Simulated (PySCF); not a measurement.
FSiGeH5, in a box:

```
F Si Ge H
1.0
    13.00000    0.00000    0.00000
     0.00000   13.00000    0.00000
     0.00000    0.00000   14.00000
F Si Ge H
1 1 1 5
Cartesian
  4.5830 7.6588 6.6146
  6.0348 7.1622 6.1412
  7.0572 5.9097 7.8876
  5.8544 6.3355 4.9204
  6.8361 8.3661 5.8019
  7.2377 6.7701 9.1476
  8.4430 5.4357 7.4164
  6.2143 4.6759 8.2446
```

Base run:

```yaml
Program: PySCF 2.14.0
Functional: N12
Potentials_or_basis: def2-svp (all-electron)
k_mesh: 1 × 1 × 1
Occupations: fixed
Spin: no spin polarisation
```

Its results: gap between the frontier levels 6.13 eV.

Q: After a change of settings the same cell gave: gap between the frontier levels 10.54 eV. Which change was it?
A. functional from N12 to B3PW91; dispersion from none to D3(BJ)
B. functional from N12 to CAM-B3LYP
C. functional from N12 to B3LYP5; dispersion from none to D3(BJM)

A: B.

Caveats: this is a molecule in a periodic box at the Γ point, so its band gap is the HOMO-LUMO gap; relativity is left out, which matters for the heavier elements; the basis of atomic orbitals isn't converged, which shifts pressures, moduli and gaps.

Runs at the PBE level aren't shown here.
